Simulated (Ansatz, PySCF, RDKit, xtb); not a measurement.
**SiNH3ClOF: from the formula to a structure**

Given the formula SiNH3ClOF and nothing else, which arrangement of the atoms is the most stable in the gas at 298.15 K, and what are its properties?

The funnel: GFN2-xTB relaxations, single points with a density functional, relaxations at B3LYP-D3(BJ)/def2-SVP, harmonic vibrations, and a last energy at a higher level. All values are calculated.

8 further runs of the same task are left out: 8 set aside as unsound or not needed.

## Step 1: Possible bonding patterns

All bonding patterns within simple valence rules are listed by program: one Lewis structure each, at most two rings and one unusual centre or charged pair. O–O, O–halogen and N–halogen bonds and N–N–N chains are not drawn. That gives 7 candidates.

```tsv
label	SMILES	spin
c065	O[NH2+][Si-](F)Cl	singlet
c067	N[Si@](O)(F)Cl	singlet
c154	N[OH+][Si-](F)Cl	singlet
c520	[NH3+][Si@-](=O)(F)Cl	singlet
c590	[O-][NH2+][Si@H](F)Cl	singlet
c660	ON[Si@H](F)Cl	singlet
c998	NO[Si@H](F)Cl	singlet
```

Candidates are built by distance geometry, with a force field where one applies, in up to four conformers (letters a to d). 4 starts with atoms placed at random are added, to find patterns that the rules miss.

## Step 2: Search with GFN2-xTB

All 20 starts are relaxed the same way. One of them, c998a (enumerated, embedded by distance geometry and MMFF94), in full:

The input, start.xyz:

```xyz
8
c998a
Cl     0.157249    -0.183564    -3.270181
F     -0.394320    -1.193412    -0.497307
N     -2.911921     1.362791    -2.231006
O     -1.830216     0.874280    -1.289404
Si    -1.139262    -0.621578    -1.781461
H     -2.545210     2.296867    -2.503427
H     -3.624615     1.589885    -1.534681
H     -2.156781    -1.556209    -2.265155
```

Started as:

```bash
xtb start.xyz --gfn 2 --opt
```

The program printed (excerpt; [...] marks lines left out):

```text
* xtb version 6.7.1
[...]
          :  # basis functions                  35          :
[...]
          :  # electrons                        32          :
[...]
          :  Hamiltonian                  GFN2-xTB          :
[...]
          :  net charge                          0          :
          :  unpaired electrons                  0          :
[...]
   *** convergence criteria satisfied after 14 iterations ***
[...]
   *** GEOMETRY OPTIMIZATION CONVERGED AFTER 22 ITERATIONS ***
[...]
   *** convergence criteria satisfied after 3 iterations ***
[...]
         ::                     SUMMARY                     ::
         :::::::::::::::::::::::::::::::::::::::::::::::::::::
         :: total energy             -19.619062523545 Eh    ::
         :: gradient norm              0.000243499078 Eh/a0 ::
         :: HOMO-LUMO gap              6.029909087729 eV    ::
         ::.................................................::
         :: SCC energy               -19.702135678614 Eh    ::
         :: -> isotropic ES            0.051535069508 Eh    ::
         :: -> anisotropic ES         -0.004689089200 Eh    ::
         :: -> anisotropic XC          0.006769350307 Eh    ::
         :: -> dispersion             -0.004867157520 Eh    ::
         :: repulsion energy           0.083073155069 Eh    ::
         :: add. restraining           0.000000000000 Eh    ::
         :: total charge              -0.000000000000 e     ::
         :::::::::::::::::::::::::::::::::::::::::::::::::::::
[...]
        16        2.0000           -0.4090581             -11.1310 (HOMO)
        17                         -0.1874630              -5.1011 (LUMO)
[...]
          | TOTAL ENERGY              -19.619062523545 Eh   |
          | GRADIENT NORM               0.000243499078 Eh/α |
          | HOMO-LUMO GAP               6.029909087729 eV   |
           -------------------------------------------------
[...]
```

Run time: 0.19 s. Hardware: 1 thread of Intel Xeon Platinum 8259CL at 2.50GHz (Skylake/Cascade Lake), shared host.

## Step 3: Distinct minima at GFN2-xTB

20 of the 20 relaxations converged; 2 ended on a minimum already found. 18 distinct structures remain:

```tsv
label	start	SMILES after	spin	energy (kcal/mol)	note
c067a	drawn	N[Si@](O)(F)Cl	singlet	0.0	
c520a	drawn	[NH3][Si]([O])([F])[Cl] ‡	singlet	9.8	
c590b	drawn	NO[Si@H](F)Cl	singlet	47.3	bonds changed
c215	random	Cl.[H]/N=[Si](\O)F	singlet	47.6	fell apart
c998a	drawn	NO[Si@H](F)Cl	singlet	47.8	
c998b	drawn	NO[Si@H](F)Cl	singlet	48.5	
c933	random	ON[Si@H](F)Cl	singlet	59.0	
c660c	drawn	ON[Si@H](F)Cl	singlet	59.4	
c660b	drawn	ON[Si@H](F)Cl	singlet	61.5	
c660a	drawn	ON[Si@H](F)Cl	singlet	62.4	
c065c	drawn	[OH][NH2][Si]([F])[Cl] ‡	singlet	104.2	
c154c	drawn	[F][Si][Cl].[NH2][OH] ‡	singlet	105.5	fell apart
c154b	drawn	[F][Si][Cl].[NH2][OH] ‡	singlet	106.1	fell apart
c154a	drawn	[F][Si][Cl].[NH2][OH] ‡	singlet	106.5	fell apart
c065a	drawn	[F][Si][Cl].[NH2][OH] ‡	singlet	111.0	loosely bound
c065d	drawn	[F][Si][Cl].[NH2][OH] ‡	singlet	111.0	loosely bound
c722	random	[ClH].[NH2][Si][O][F] ‡	singlet	157.7	fell apart
c786	random	[Cl].[FH].[OH][NH][Si] ‡	singlet	158.8	fell apart
```

‡ marks the bonded skeleton alone, with all bonds drawn single: no Lewis structure was assigned that passes a check against the bond lengths.

## Step 4: Second filter: single points

A choice of the minima (the low ones first, few conformers of a pattern, up to a cap) and the lowest that fell apart get a single point at r2SCAN-D4/def2-SVP on the tight-binding geometry, and one at HF/STO-3G for comparison. The lowest singlets are also tried as triplets at the same geometry (label ending in t). The first, c067a:

The input, input.yaml:

```yaml
crystal:
  periodic: [false, false, false]
  atoms:
    - {symbol: Cl, position_ang: [-3.793509, 2.093662, -0.633619]}
    - {symbol: F, position_ang: [-0.938184, 2.622373, -1.072726]}
    - {symbol: "N", position_ang: [-1.638700, 2.458045, 1.473003]}
    - {symbol: O, position_ang: [-1.460830, 0.249526, -0.195543]}
    - {symbol: Si, position_ang: [-1.897372, 1.801122, -0.076109]}
    - {symbol: H, position_ang: [-2.292548, 2.286455, 2.216084]}
    - {symbol: H, position_ang: [-0.699737, 2.522318, 1.826819]}
    - {symbol: H, position_ang: [-1.477686, -0.233491, -1.018763]}
basis:
  gaussian:
    orbitals: def2-SVP
hamiltonian:
  xc: r2scan
  dispersion: d4
scf:
  lower_state_search: off
output: {orbitals: {seedname: orbitals}}
```

Started as:

```bash
ansatz run input.yaml --threads 1 --pin off --max-ram 2610MiB --events-out events.jsonl --progress --plain --runs-dir runs
```

The program printed (excerpt; [...] marks lines left out):

```text
Warning: RAYON_NUM_THREADS=1 ignored (pool sized by the plan → 1); use --threads N
Functional definition: r2SCAN
  name "r2SCAN"
[...]
1028 factors; their error is unknown
[...]
mean field -26692.63940699 eV, -980.9364052861 hartree, gradient 5.5e-6 eV, S^2 0.000000; 0 other end points of the search recorded, 0 dependent functions left out
reference -26692.63941479 eV, -980.9364055727 hartree; 29, 29 occupied and 64, 64 virtual orbitals, 1028 factors
Total energy: -26692.68503482 eV, -980.9380820778 hartree
Checks for a lower state left out: stability, starts, cluster_reference, orbital_swaps, neighbouring_geometries, increment
```

Run time: 2.6 s. Hardware: 1 thread of Intel Xeon Platinum 8259CL at 2.50GHz (Skylake/Cascade Lake), shared host; peak memory 0.13 GiB.

Relative energies in kcal/mol, each column from its lowest structure that stays in one piece:

```tsv
label	SMILES	spin	GFN2-xTB	HF/STO-3G	r2SCAN-D4/def2-SVP
c067a	N[Si@](O)(F)Cl	singlet	0.0	0.0	0.0
c520a	[NH3][Si]([O])([F])[Cl] ‡	singlet	9.8	67.1	26.5
c998a	NO[Si@H](F)Cl	singlet	47.8	41.5	74.7
c590b	NO[Si@H](F)Cl	singlet	47.3	46.1	75.5
c215	Cl.[H]/N=[Si](\O)F	singlet	47.6	132.6	83.8
c067at	N[Si@](O)(F)Cl	triplet	–	–	161.4
c520at	[NH3][Si]([O])([F])[Cl] ‡	triplet	–	–	171.0
c998at	NO[Si@H](F)Cl	triplet	–	–	206.8
```

‡ marks the bonded skeleton alone, with all bonds drawn single: no Lewis structure was assigned that passes a check against the bond lengths.

## Step 5: Relaxing the best candidates

3 candidates are relaxed at B3LYP-D3(BJ)/def2-SVP (chosen among the lowest in one piece). The first, c067a:

Edit input.yaml of step 4 so:

```diff
@@ -5,3 +5,3 @@
     - {symbol: F, position_ang: [-0.938184, 2.622373, -1.072726]}
-    - {symbol: "N", position_ang: [-1.638700, 2.458045, 1.473003]}
+    - {symbol: N, position_ang: [-1.638700, 2.458045, 1.473003]}
     - {symbol: O, position_ang: [-1.460830, 0.249526, -0.195543]}
@@ -15,6 +15,7 @@
 hamiltonian:
-  xc: r2scan
-  dispersion: d4
+  xc: {name: B3LYP}
+  dispersion: d3bj
 scf:
   lower_state_search: off
-output: {orbitals: {seedname: orbitals}}
+relax:
+  f_tol: 0.003
```

Started as:

```bash
ansatz run input.yaml --threads 1 --pin off --max-ram 2610MiB --events-out events.jsonl --progress --plain --runs-dir runs
```

The program printed (excerpt; [...] marks lines left out):

```text
Warning: RAYON_NUM_THREADS=1 ignored (pool sized by the plan → 1); use --threads N
[...]
Functional definition: B3LYP
  name "B3LYP"
[...]
937 factors; integrals over basis functions are off by at most 3.3e-4 eV
[...]
mean field -26697.72417434 eV, -981.1232670398 hartree, gradient 3.9e-6 eV, S^2 0.000000; 0 other end points of the search recorded, 0 dependent functions left out
[...]
Atom 4 at    -1.914136     1.768911    -0.058382 Å, force     0.001711    -0.000769     0.000099 eV/Å
Atom 5 at    -2.208187     2.970578     1.990739 Å, force    -0.000086     0.000215     0.000170 eV/Å
Atom 6 at    -0.812601     2.002528     2.051565 Å, force     0.000140     0.000055    -0.000517 eV/Å
Atom 7 at    -1.177789    -0.086633    -1.092442 Å, force    -0.000479     0.000495     0.001612 eV/Å
Dipole moment:     0.228245    -0.050411     0.246594 e Å
Checks for a lower state left out: stability, starts, cluster_reference, orbital_swaps, neighbouring_geometries, increment
```

It took 56 s on 1 thread of Intel Xeon Platinum 8259CL at 2.50GHz (Skylake/Cascade Lake), shared host; peak memory 0.19 GiB.

Energy change by step (eV): 0.0000, -0.0667, -0.0763, -0.0806, -0.0863, -0.0928, -0.1037, -0.1069, -0.1159, -0.1191, -0.1197, -0.1198, -0.1200, -0.1200, -0.1200.

After the run. Bond lengths: Cl1–Si5 2.062 Å, F2–Si5 1.625 Å, N3–Si5 1.687 Å, O4–Si5 1.644 Å, N3–H6 1.012 Å, N3–H7 1.013 Å, O4–H8 0.965 Å. Angles: Cl1–Si5–F2 104.4°, Cl1–Si5–N3 108.5°, Cl1–Si5–O4 113.9°, F2–Si5–N3 115.1°, F2–Si5–O4 106.4°, N3–Si5–O4 108.6°, Si5–N3–H6 123.0°, Si5–N3–H7 122.7°, Si5–O4–H8 116.6°, H6–N3–H7 114.1°.

## Step 6: Ranking at B3LYP-D3(BJ)/def2-SVP

```tsv
label	spin	r2SCAN-D4/def2-SVP (kcal/mol)	B3LYP-D3(BJ)/def2-SVP, relaxed (kcal/mol)	time
c067a	singlet	0.0	0.0	56 s
c520a	singlet	26.5	27.5	2.1 min
c998a	singlet	74.7	68.4	37 s
```

c067a: Bond lengths: Cl1–Si5 2.062 Å, F2–Si5 1.625 Å, N3–Si5 1.687 Å, O4–Si5 1.644 Å, N3–H6 1.012 Å, N3–H7 1.013 Å, O4–H8 0.965 Å. Angles: Cl1–Si5–F2 104.4°, Cl1–Si5–N3 108.5°, Cl1–Si5–O4 113.9°, F2–Si5–N3 115.1°, F2–Si5–O4 106.4°, N3–Si5–O4 108.6°, Si5–N3–H6 123.0°, Si5–N3–H7 122.7°, Si5–O4–H8 116.6°, H6–N3–H7 114.1°.

c520a: Bond lengths: Cl1–Si5 2.079 Å, F2–Si5 1.627 Å, N3–Si5 1.966 Å, O4–Si5 1.531 Å, N3–H6 1.024 Å, N3–H7 1.025 Å, N3–H8 1.025 Å. Some angles: Cl1–Si5–F2 103.4°, Cl1–Si5–N3 97.5°, Cl1–Si5–O4 123.9°, F2–Si5–N3 93.9°, F2–Si5–O4 124.2°, N3–Si5–O4 106.1°, Si5–N3–H6 112.2°, Si5–N3–H7 111.9°, Si5–N3–H8 105.7°, H6–N3–H7 108.8°.

c998a: Bond lengths: N3–O4 1.446 Å, Cl1–Si5 2.057 Å, F2–Si5 1.613 Å, O4–Si5 1.667 Å, N3–H6 1.024 Å, N3–H7 1.023 Å, Si5–H8 1.470 Å. Angles: N3–O4–Si5 104.6°, Cl1–Si5–F2 107.7°, Cl1–Si5–O4 110.7°, F2–Si5–O4 104.7°, O4–N3–H6 104.3°, O4–N3–H7 104.0°, Cl1–Si5–H8 110.5°, F2–Si5–H8 109.4°, O4–Si5–H8 113.5°, H6–N3–H7 105.9°.

## Step 7: Are they minima? Harmonic frequencies

The lowest few in one piece go on as finalists. Harmonic vibrations at B3LYP-D3(BJ)/def2-SVP test each finalist and give the zero-point energy and the thermal terms. The first, c067a:

The input, input.yaml:

```yaml
crystal:
  periodic: [false, false, false]
  atoms:
    - {symbol: Cl, position_ang: [-3.914586, 2.030551, -0.482095]}
    - {symbol: F, position_ang: [-1.142122, 2.615458, -1.210164]}
    - {symbol: N, position_ang: [-1.629535, 2.284626, 1.522701]}
    - {symbol: O, position_ang: [-1.399611, 0.213990, -0.202775]}
    - {symbol: Si, position_ang: [-1.914136, 1.768911, -0.058382]}
    - {symbol: H, position_ang: [-2.208187, 2.970578, 1.990739]}
    - {symbol: H, position_ang: [-0.812601, 2.002528, 2.051565]}
    - {symbol: H, position_ang: [-1.177789, -0.086633, -1.092442]}
basis:
  gaussian:
    orbitals: def2-SVP
hamiltonian:
  xc: {name: B3LYP}
  dispersion: d3bj
scf:
  lower_state_search: "off"
phonons: {}
```

Started as:

```bash
ansatz run input.yaml --threads 1 --pin off --max-ram 2610MiB --events-out events.jsonl --progress --plain --runs-dir runs
```

The program printed (excerpt; [...] marks lines left out):

```text
Warning: RAYON_NUM_THREADS=1 ignored (pool sized by the plan → 1); use --threads N
[... 2 set-up lines as earlier in the session ...]
[...]
940 factors; integrals over basis functions are off by at most 3.0e-4 eV
[...]
mean field -26697.84732254 eV, -981.1277926524 hartree, gradient 3.5e-6 eV, S^2 0.000000; 0 other end points of the search recorded, 0 dependent functions left out
[...]
Atom 6 at    -0.812601     2.002528     2.051565 Å, force     0.000125     0.000028    -0.000490 eV/Å
Atom 7 at    -1.177789    -0.086633    -1.092442 Å, force    -0.000486     0.000477     0.001558 eV/Å
Dipole moment:     0.228249    -0.050409     0.246598 e Å
Vibrations: 151.49 181.86 198.04 257.96 290.19 316.20 327.77 364.07 541.68 772.19 831.61 841.53 950.28 1003.06 1519.54 3604.80 3709.12 3873.79 cm⁻¹, zero-point energy 1.223426 eV
Checks for a lower state left out: stability, starts, cluster_reference, orbital_swaps, neighbouring_geometries, increment
```

Run time: 2.3 min. Hardware: 1 thread of Intel Xeon Platinum 8259CL at 2.50GHz (Skylake/Cascade Lake), shared host; peak memory 0.2 GiB.

## Step 8: Thermal terms of the finalists

At 298.15 K and 1 atm, ideal gas, rigid rotor and harmonic oscillator:

```tsv
label	SMILES	spin	point group	lowest mode (cm⁻¹)	zero-point (kcal/mol)	G − E (kcal/mol)
c067a	N[Si@](O)(F)Cl	singlet	C1	151	28.2	8.3
c520a	[NH3][Si]([O])([F])[Cl] ‡	singlet	C1	70	29.9	9.7
c998a	NO[Si@H](F)Cl	singlet	C1	109	28.3	8.4
```

Chiral structures get −RT ln 2 for their mirror image.

‡ marks the bonded skeleton alone, with all bonds drawn single: no Lewis structure was assigned that passes a check against the bond lengths.

## Step 9: Energies at the top level

Single points at CCSD(T)/def2-SVP + MP2/def2-TZVPP - MP2/def2-SVP on the refined geometries decide the order.

c067a, CCSD(T)/def2-SVP:

The input, input.yaml:

```yaml
crystal:
  periodic: [false, false, false]
  atoms:
    - {symbol: Cl, position_ang: [-3.914586, 2.030551, -0.482095]}
    - {symbol: F, position_ang: [-1.142122, 2.615458, -1.210164]}
    - {symbol: "N", position_ang: [-1.629535, 2.284626, 1.522701]}
    - {symbol: O, position_ang: [-1.399611, 0.213990, -0.202775]}
    - {symbol: Si, position_ang: [-1.914136, 1.768911, -0.058382]}
    - {symbol: H, position_ang: [-2.208187, 2.970578, 1.990739]}
    - {symbol: H, position_ang: [-0.812601, 2.002528, 2.051565]}
    - {symbol: H, position_ang: [-1.177789, -0.086633, -1.092442]}
basis:
  gaussian: {orbitals: def2-SVP}
total_charge: 0
correlation: {method: ccsd_t, frozen_orbitals: {H: 0, Si: 5, "N": 1, O: 1, Cl: 5, F: 1}}
```

Started as:

```bash
ansatz run input.yaml --threads 1 --pin off --max-ram 2610MiB --events-out events.jsonl --progress --plain --runs-dir runs
```

The program printed (excerpt; [...] marks lines left out):

```text
Warning: RAYON_NUM_THREADS=1 ignored (pool sized by the plan → 1); use --threads N
Functional definition: HF
  name "HF"
[...]
879 factors; integrals over basis functions are off by at most 8.3e-4 eV
[...]
mean field -26632.32106109 eV, -978.7197469596 hartree, gradient 1.0e-6 eV, S^2 0.000000; 0 other end points of the search recorded, 0 dependent functions left out
13 core orbitals not correlated: weight in the atoms' cores, before any rotation towards them, 1.000 or more for the frozen orbitals, at most 0.000 for the correlated occupied ones
reference -26632.32106109 eV, -978.7197469596 hartree; 16, 16 occupied and 64, 64 virtual orbitals, 879 factors
second order -20.75270142 eV of doubles, -0.00000000 eV of singles
cycle   1  -21.10511022 eV  change   -3.5e-1 eV  update   8.9e-2
[...]
cycle   8  -21.59233306 eV  change    2.6e-5 eV  update   2.1e-5
perturbative correction -0.42828047 eV, -0.0157390169 hartree
Total energy: -26654.34167462 eV, -979.5289895806 hartree
```

Wall time 8.4 s (1 thread of Intel Xeon Platinum 8259CL at 2.50GHz (Skylake/Cascade Lake), shared host); peak memory 0.34 GiB.

## Step 10: c067a at MP2/def2-TZVPP

The input, input.yaml:

```yaml
crystal:
  periodic: [false, false, false]
  atoms:
    - {symbol: Cl, position_ang: [-3.914586, 2.030551, -0.482095]}
    - {symbol: F, position_ang: [-1.142122, 2.615458, -1.210164]}
    - {symbol: N, position_ang: [-1.629535, 2.284626, 1.522701]}
    - {symbol: O, position_ang: [-1.399611, 0.213990, -0.202775]}
    - {symbol: Si, position_ang: [-1.914136, 1.768911, -0.058382]}
    - {symbol: H, position_ang: [-2.208187, 2.970578, 1.990739]}
    - {symbol: H, position_ang: [-0.812601, 2.002528, 2.051565]}
    - {symbol: H, position_ang: [-1.177789, -0.086633, -1.092442]}
basis:
  gaussian:
    orbitals: def2-TZVPP
correlation:
  method: mp2
  frozen_orbitals: {H: 0, Si: 5, "N": 1, O: 1, Cl: 5, F: 1}
```

Started as:

```bash
ansatz run input.yaml --threads 1 --pin off --max-ram 2610MiB --events-out events.jsonl --progress --plain --runs-dir runs
```

The program printed (excerpt; [...] marks lines left out):

```text
Warning: RAYON_NUM_THREADS=1 ignored (pool sized by the plan → 1); use --threads N
[... 2 set-up lines as earlier in the session ...]
[...]
1331 factors; integrals over basis functions are off by at most 1.0e-3 eV
[...]
mean field -26647.84157057 eV, -979.2901151625 hartree, gradient 2.9e-6 eV, S^2 0.000000; 0 other end points of the search recorded, 0 dependent functions left out
13 core orbitals not correlated: weight in the atoms' cores, before any rotation towards them, 1.000 or more for the frozen orbitals, at most 0.000 for the correlated occupied ones
reference -26647.84157057 eV, -979.2901151625 hartree; 16, 16 occupied and 190, 190 virtual orbitals, 1331 factors
second order -27.36498967 eV of doubles, -0.00000000 eV of singles
Total energy: -26675.20656023 eV, -980.2957599842 hartree
```

Wall time 9 s (1 thread of Intel Xeon Platinum 8259CL at 2.50GHz (Skylake/Cascade Lake), shared host); peak memory 0.45 GiB.

## Step 11: c520a at CCSD(T)/def2-SVP

The input, input.yaml:

```yaml
crystal:
  periodic: [false, false, false]
  atoms:
    - {symbol: Cl, position_ang: [-3.558302, 0.221173, 0.147707]}
    - {symbol: F, position_ang: [-2.589813, 2.615826, -1.217995]}
    - {symbol: "N", position_ang: [-1.409273, 2.155483, 1.093024]}
    - {symbol: O, position_ang: [-0.650973, 0.609504, -1.123311]}
    - {symbol: Si, position_ang: [-1.922078, 1.273382, -0.587063]}
    - {symbol: H, position_ang: [-1.859728, 1.728188, 1.907518]}
    - {symbol: H, position_ang: [-1.629582, 3.156118, 1.081551]}
    - {symbol: H, position_ang: [-0.394199, 2.034675, 1.170314]}
basis:
  gaussian:
    orbitals: def2-SVP
correlation:
  method: ccsd_t
  frozen_orbitals: {H: 0, Si: 5, "N": 1, O: 1, Cl: 5, F: 1}
```

Started as:

```bash
ansatz run input.yaml --threads 1 --pin off --max-ram 2610MiB --events-out events.jsonl --progress --plain --runs-dir runs
```

The program printed (excerpt; [...] marks lines left out):

```text
Warning: RAYON_NUM_THREADS=1 ignored (pool sized by the plan → 1); use --threads N
[... 2 set-up lines as earlier in the session ...]
[...]
879 factors; integrals over basis functions are off by at most 1.3e-3 eV
[...]
mean field -26630.75034167 eV, -978.6620240856 hartree, gradient 2.0e-6 eV, S^2 0.000000; 0 other end points of the search recorded, 0 dependent functions left out
13 core orbitals not correlated: weight in the atoms' cores, before any rotation towards them, 1.000 or more for the frozen orbitals, at most 0.000 for the correlated occupied ones
reference -26630.75034167 eV, -978.6620240856 hartree; 16, 16 occupied and 64, 64 virtual orbitals, 879 factors
second order -21.17116286 eV of doubles, -0.00000000 eV of singles
cycle   1  -21.31910614 eV  change   -1.5e-1 eV  update   1.1e-1
[...]
cycle   9  -21.91395417 eV  change    4.7e-6 eV  update   2.9e-5
perturbative correction -0.49435536 eV, -0.0181672245 hartree
Total energy: -26653.15865120 eV, -979.4855142719 hartree
```

It took 9 s on 1 thread of Intel Xeon Platinum 8259CL at 2.50GHz (Skylake/Cascade Lake), shared host; peak memory 0.33 GiB.

## Step 12: Putting it together

Energies in kcal/mol from c067a; G adds the thermal terms to the CCSD(T)/def2-SVP + MP2/def2-TZVPP - MP2/def2-SVP energy. The columns left of the relaxed level are at the tight-binding geometries.

```tsv
label	SMILES	spin	GFN2-xTB	HF/STO-3G	r2SCAN-D4/def2-SVP	B3LYP-D3(BJ)/def2-SVP	HF/def2-SVP	MP2/def2-SVP	CCSD(T)/def2-SVP + MP2/def2-TZVPP - MP2/def2-SVP	G	share at equilibrium	T1
c067a	N[Si@](O)(F)Cl	singlet	0.0	0.0	0.0	0.0	0.0	0.0	0.0	0.0	100.0 %	0.010
c520a	[NH3][Si]([O])([F])[Cl] ‡	singlet	9.8	67.1	26.5	27.5	36.2	26.6	28.1	29.6	< 0.1 %	0.013
c998a	NO[Si@H](F)Cl	singlet	47.8	41.5	74.7	68.4	75.0	73.4	74.4	74.5	< 0.1 %	0.011
```

‡ marks the bonded skeleton alone, with all bonds drawn single: no Lewis structure was assigned that passes a check against the bond lengths.

Lowest found: c067a, `N[Si@](O)(F)Cl`, a singlet of point group C1. Bond lengths: Cl1–Si5 2.062 Å, F2–Si5 1.625 Å, N3–Si5 1.687 Å, O4–Si5 1.644 Å, N3–H6 1.012 Å, N3–H7 1.013 Å, O4–H8 0.965 Å. Angles: Cl1–Si5–F2 104.4°, Cl1–Si5–N3 108.5°, Cl1–Si5–O4 113.9°, F2–Si5–N3 115.1°, F2–Si5–O4 106.4°, N3–Si5–O4 108.6°, Si5–N3–H6 123.0°, Si5–N3–H7 122.7°, Si5–O4–H8 116.6°, H6–N3–H7 114.1°.

```xyz
8

Cl   -3.9146    2.0306   -0.4821
F    -1.1421    2.6155   -1.2102
N    -1.6295    2.2846    1.5227
O    -1.3996    0.2140   -0.2028
Si   -1.9141    1.7689   -0.0584
H    -2.2082    2.9706    1.9907
H    -0.8126    2.0025    2.0516
H    -1.1778   -0.0866   -1.0924
```

[end of part 1 of 2]
